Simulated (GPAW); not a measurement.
# WSe2 (P6_3/mmc) in GPAW: single point with GLLB-SC

Aim: the single point of WSe2 with GLLB-SC.

Everything below comes from runs of GPAW 26.7.0. Logs are shortened: lines on timing, memory, paths and dates and some standing lists are left out, and cuts for length are marked. The log counts tension as positive stress, the text compression.

## (1) The structure

Symmetry: P6_3/mmc, No. 194, hexagonal system. The conventional cell has a = 3.290 Å, b = 3.290 Å, c = 12.970 Å, α = 90.00°, β = 90.00°, γ = 120.00°. W (site symmetry -6m2) has 6 Se at 2.53 Å as nearest neighbours. Se (site symmetry 3m) has 3 W at 2.53 Å as nearest neighbours.

## (2) Single point, GLLB-SC

run.py

```python
from ase import Atoms
from ase.dft.bandgap import bandgap
from ase.io import write
from gpaw import GPAW, PW

atoms = Atoms(['W', 'W', 'Se', 'Se', 'Se', 'Se'],
              cell=[[3.2899984505, 0.0, 0.0],
                    [-1.6449992252, 2.8492222365, 0.0],
                    [0.0, 0.0, 12.97]],
              scaled_positions=[[0.3333333333, 0.6666666667, 0.25],
                                [0.6666666667, 0.3333333333, 0.75],
                                [0.3333333333, 0.6666666667, 0.621],
                                [0.6666666667, 0.3333333333, 0.121],
                                [0.3333333333, 0.6666666667, 0.879],
                                [0.6666666667, 0.3333333333, 0.379]],
              pbc=True)

calc = GPAW(mode=PW(600),
            xc='GLLBSC',
            kpts={'size': (9, 9, 2), 'gamma': True},
            occupations={'name': 'fermi-dirac', 'width': 0.05},
            nbands=46,
            convergence={'density': 1e-05, 'energy': 1e-05},
            maxiter=150,
            txt='gpaw.txt')
atoms.calc = calc
energy = atoms.get_potential_energy()
calc.write('gs.gpw')
write('result.traj', atoms)
print('Fermi level:', round(calc.get_fermi_level(), 4), 'eV')
print(f'Gap: {bandgap(calc)[0]:.4f} eV, direct: {bandgap(calc, direct=True)[0]:.4f} eV')
```

Potentials or basis: the program's PAW data sets (release 1.2.1) made for this functional, pw.

Run with:

```bash
$ OMP_NUM_THREADS=1 python run.py
```

gpaw.txt:

```text
___ ___ ___ _ _ _
 |   |   |_  | | | |
 | | | | | . | | | |
 |__ |  _|___|_____|  26.7.0
 |___|_|

Input parameters:
  convergence: {density: 1e-05,
                energy: 1e-05}
  kpts: {gamma: True,
         size: (9, 9, 2)}
  maxiter: 150
  mode: {ecut: 600.0,
         name: pw}
  nbands: 46
  occupations: {name: fermi-dirac,
                width: 0.05}
  xc: GLLBSC

System changes: positions, numbers, cell, pbc, initial_charges, initial_magmoms

Initialize ...

species:
  W:
    name:    Tungsten
    Z:       74.0
    valence: 14
    core:    60
    charge:  0.0  # [|e|]
    compensation charges:
      type: gauss
      rc: 0.40  # [Å]
      lmax: 2
    cutoffs:
      filter: 2.36  # [Å]
      core: 2.96  # [Å]
    projectors
    | kind |    occ | energy [eV] | rcut [Å] |
    |------|--------|-------------|----------|
    |   5s |  2.000 |     -80.556 |    1.344 |
    |   6s |  2.000 |      -7.659 |    1.344 |
    |   5p |  6.000 |     -44.785 |    1.355 |
    |   6p |  0.000 |      -2.636 |    1.355 |
    |   5d |  4.000 |      -6.179 |    1.228 |
    |    d |        |      21.032 |    1.228 |

    Using partial waves for W as LCAO basis

  Se:
    name:    Selenium
    Z:       34.0
    valence: 6
    core:    28
    charge:  0.0  # [|e|]
    compensation charges:
      type: gauss
      rc: 0.27  # [Å]
      lmax: 2
    cutoffs:
      filter: 1.77  # [Å]
      core: 2.61  # [Å]
    projectors
    | kind |    occ | energy [eV] | rcut [Å] |
    |------|--------|-------------|----------|
    |   4s |  2.000 |     -19.929 |    0.847 |
    |   4p |  4.000 |      -9.440 |    1.005 |
    |    s |        |       7.282 |    0.847 |
    |    p |        |      17.771 |    1.005 |
    |    d |        |       0.000 |    0.847 |

    Using partial waves for Se as LCAO basis

Reference energy: -1141520.363124  # eV

Spin-paired calculation

Convergence criteria:
 Maximum [total energy] change in last 3 cyles: 1e-05 eV / valence electron
 Maximum integral of absolute [dens]ity change: 1e-05 electrons / valence electron
 Maximum integral of absolute [eigenst]ate change: 4e-08 eV^2 / valence electron
 Maximum number of scf [iter]ations: 150
 (Square brackets indicate name in SCF output, whereas a 'c' in
 the SCF output indicates the quantity has converged.)

Symmetries present (total): 12

  ( 1  1  0)  ( 1  1  0)  ( 1  0  0)  ( 1  0  0)  ( 0  1  0)  ( 0  1  0)
  ( 0 -1  0)  (-1  0  0)  ( 0  1  0)  (-1 -1  0)  ( 1  0  0)  (-1 -1  0)
  ( 0  0  1)  ( 0  0 -1)  ( 0  0  1)  ( 0  0 -1)  ( 0  0 -1)  ( 0  0  1)

  ( 0 -1  0)  ( 0 -1  0)  (-1  0  0)  (-1  0  0)  (-1 -1  0)  (-1 -1  0)
  ( 1  1  0)  (-1  0  0)  ( 1  1  0)  ( 0 -1  0)  ( 1  0  0)  ( 0  1  0)
  ( 0  0 -1)  ( 0  0  1)  ( 0  0  1)  ( 0  0 -1)  ( 0  0  1)  ( 0  0 -1)

162 k-points: 9 x 9 x 2 Monkhorst-Pack grid + [0.000000,0.000000,1/4]
24 k-points in the irreducible part of the Brillouin zone
       k-points in crystal coordinates                weights
   0:     0.00000000    0.00000000    0.00000000          1/162
   1:     0.00000000    0.00000000    0.50000000          1/162
   2:     0.11111111    0.00000000    0.00000000          6/162
   3:     0.11111111    0.00000000    0.50000000          6/162
   4:     0.22222222   -0.11111111    0.00000000          6/162
   5:     0.22222222   -0.11111111    0.50000000          6/162
   6:     0.22222222    0.00000000    0.00000000          6/162
   7:     0.22222222    0.00000000    0.50000000          6/162
   8:     0.33333333   -0.11111111    0.00000000         12/162
   9:     0.33333333   -0.11111111    0.50000000         12/162
          ...
  23:     0.44444444    0.44444444    0.50000000          6/162

Wave functions: Plane wave expansion
  Cutoff energy: 600.000 eV
  Number of coefficients (min, max): 4026, 4120
  Pulay-stress correction: 0.000000 eV/Ang^3 (de/decut=0.000000)
  Using FFTW library
  ScaLapack parameters: grid=1x1, blocksize=None
  Wavefunction extrapolation:
    Improved wavefunction reuse through dual PAW basis

Occupation numbers: Fermi-Dirac:
  width: 0.0500  # eV

Eigensolver
   Davidson(niter=2)

Densities:
  Coarse grid: 20*20*75 grid
  Fine grid: 40*40*150 grid
  Total Charge: 0.000000

Density mixing:
  Method: separate
  Backend: msr1
  Linear mixing parameter: 0.05
  old densities: 10
  Width of damping distribution: 1.1
  Damping of long wavelength oscillations: 20

Hamiltonian:
  XC and Coulomb potentials evaluated on a 40*40*150 grid
  Using the GLLBSC Exchange-Correlation functional
  External potential:
    NoExternalPotential

XC parameters: GLLBSC functional being used consists of
  -----------------------------------------------------------------------
  | Weight | Module     | Description                                   |
  -----------------------------------------------------------------------
  |  1.000 | SCREENING  | GGA_X_PBE_SOL with 2 nearest neighbor stencil |
  |  1.000 | RESPONSE   | eps=0.0500 eV                                 |
  |  1.000 | XC         | GGA_C_PBE_SOL with 2 nearest neighbor stencil |
  -----------------------------------------------------------------------

Number of atoms: 6
Number of atomic orbitals: 42
Number of bands in calculation: 46
Number of valence electrons: 52
Bands to converge: occupied

... initialized

Initializing position-dependent things.

Density initialized from atomic densities
Creating initial wave functions:
  42 bands from LCAO basis set
  4 bands from random numbers

        Se

           W

        Se

           Se

        W

           Se

Atomic positions and initial magnetic moments

Positions:
   0 W     -0.000000    1.899481    3.242500    ( 0.0000,  0.0000,  0.0000)
   1 W      1.644999    0.949741    9.727500    ( 0.0000,  0.0000,  0.0000)
   2 Se    -0.000000    1.899481    8.054370    ( 0.0000,  0.0000,  0.0000)
   3 Se     1.644999    0.949741    1.569370    ( 0.0000,  0.0000,  0.0000)
   4 Se    -0.000000    1.899481   11.400630    ( 0.0000,  0.0000,  0.0000)
   5 Se     1.644999    0.949741    4.915630    ( 0.0000,  0.0000,  0.0000)

Unit cell:
           periodic     x           y           z      points  spacing
  1. axis:    yes    3.289998    0.000000    0.000000    20     0.1425
  2. axis:    yes   -1.644999    2.849222    0.000000    20     0.1425
  3. axis:    yes    0.000000    0.000000   12.970000    75     0.1729

  Lengths:   3.289998   3.289998  12.970000
  Angles:   90.000000  90.000000 120.000000

Effective grid spacing dv^(1/3) = 0.1594

iter:   1   -45.611830
iter:   2   -46.117043   -0.98  -1.23
iter:   3   -45.085863   -2.09  -1.22
iter:   4   -43.784016   -1.99  -1.38
iter:   5   -43.765355   -2.87  -1.50
iter:   6   -43.783940   -2.61  -1.52
iter:   7   -43.576293   -3.36  -1.98
iter:   8   -43.604049   -3.71  -1.87
iter:   9   -43.645101   -3.78  -2.05
iter:  10   -43.651605   -5.18  -2.31
iter:  11   -43.675241   -4.64  -2.35
iter:  12   -43.724637   -4.02  -2.53
iter:  13   -43.719445   -5.47  -3.38
iter:  14   -43.719795   -6.24  -3.59
iter:  15   -43.719215   -7.02  -4.01
iter:  16   -43.718477   -7.06  -4.00
iter:  17   -43.718157   -7.75c -4.34
iter:  18   -43.718371c  -8.32c -4.58
iter:  19   -43.718131c  -9.29c -5.22c

Converged after 19 iterations.

Dipole moment: (-0.000000, -0.000000, -0.000000) |e|*Ang

Energy contributions relative to reference atoms: (reference = -1141520.363124)

Kinetic:       +164.799071
Potential:     -160.686835
External:        +0.000000
XC:             -48.847164
Entropy (-ST):   -0.000000
Local:           +1.016797
SIC:             +0.000000
--------------------------
Free energy:    -43.718131
Extrapolated:   -43.718131

GLLBSC response reference energy: 7.77241 eV (from HOMO)

Showing only first 2 kpts
 Kpt  Band  Eigenvalues  Occupancy
  0    24      6.71468    2.00000
  0    25      7.77253    1.99995
  0    26     10.50911    0.00000
  0    27     10.50912    0.00000

  1    24      7.55903    2.00000
  1    25      7.55904    2.00000
  1    26     10.51043    0.00000
  1    27     10.51043    0.00000

Fermi level: 8.30363

Gap: 1.184 eV
Transition (v -> c):
  (s=0, k=0, n=25, [0.00, 0.00, 0.00]) -> (s=0, k=8, n=26, [0.33, -0.11, 0.00])
Direct/indirect transitions are different
Direct gap: 1.503 eV
Transition at: (s=0, k=12, n=25, [0.33, 0.33, 0.00])
Writing to gs.gpw (mode='')
```

It took 2.4 min on 1 thread of Intel Xeon Platinum 8259CL at 2.50GHz (Skylake/Cascade Lake), shared host; peak memory 0.31 GiB.

What came out:

```yaml
Band_gap_on_the_k_mesh_Kohn-Sham_part_alone: 1.18 eV, indirect (least direct gap 1.50 eV)
```

Caveat: a model potential gives levels but no total energy; spin-orbit coupling is left out, which moves the levels of the heavy elements; an odd mesh through Γ misses points on the zone boundary, where band edges often lie.

## (3) Comparison with measurements

Step 2. The gap isn't set beside the deposited one, since the derivative discontinuity is missing.
